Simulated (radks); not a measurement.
# Au⁴⁸⁺ in [Ar] 3d10 4s2 4p1: an all-electron calculation

The task here is to estimate one member of a computed series from the others.

Method: Dirac Kohn-Sham, PBE, spin-unpolarised, spherical densities, finite nucleus; open shells are shared between the two j in proportion to 2j + 1. Code: radks (a radial shooting solver on a logarithmic mesh, Libxc functionals) version 1.

**The atom as given**

```
element            : gold (Z = 79)
charge             : +48
electrons          : 31
configuration      : [Ar] 3d10 4s2 4p1
nuclear rms radius : 5.4371 fm
```

Outer shells as boxes (Hund's rule):

Au⁴⁸⁺
```
[Ar] core
3d [↑↓][↑↓][↑↓][↑↓][↑↓]
4s [↑↓]
4p [↑ ][  ][  ]
```

Set-up of the first run:

Input:

```text
Z 79
configuration [Ar] 3d10 4s2 4p1
relativity Dirac
functional pbe,pbe
spin unpolarised
j_filling average
nucleus finite rms 5.4371 fm
c 137.035999084
```

One of the session's tables, all rows but one given; the rest of the session is left out.

It belongs to the step «Shells». Radial moments (bohr):

| level | <r> | outermost maximum (interpolated) | 90 % within | nodes |
| --- | --- | --- | --- | --- |
| 1s1/2 | 0.01687 | 0.0104 | 0.0308 | 0 |
| 2s1/2 | 0.07034 | 0.0603 | 0.110 | 1 |
| 2p1/2 | 0.05787 | 0.0444 | 0.0965 | 0 |
| 2p3/2 | 0.06637 | 0.0518 | 0.108 | 0 |
| 3s1/2 | 0.1801 | 0.168 | 0.264 | 2 |
| 3p1/2 | 0.1702 | 0.157 | 0.256 | 1 |
| 3p3/2 | 0.1847 | 0.171 | 0.275 | 1 |
| 3d3/2 | 0.1603 | 0.133 | 0.248 | 0 |
| 3d5/2 | 0.1647 | 0.137 | 0.253 | 0 |
| 4s1/2 | 0.3580 | 0.355 | 0.506 | 3 |
| 4p1/2 | ? | ? | ? | ? |
| 4p3/2 | 0.3738 | 0.372 | 0.533 | 2 |

Estimate the missing values for 4p1/2.

The run gave: <r>: 0.3532; outermost maximum (interpolated): 0.350; 90 % within: 0.505; nodes: 2. In the column «<r>» it lies between 3p3/2 (0.1847) and 4s1/2 (0.3580).

Limits of these values: Spin polarisation and multiplet splitting are left out.
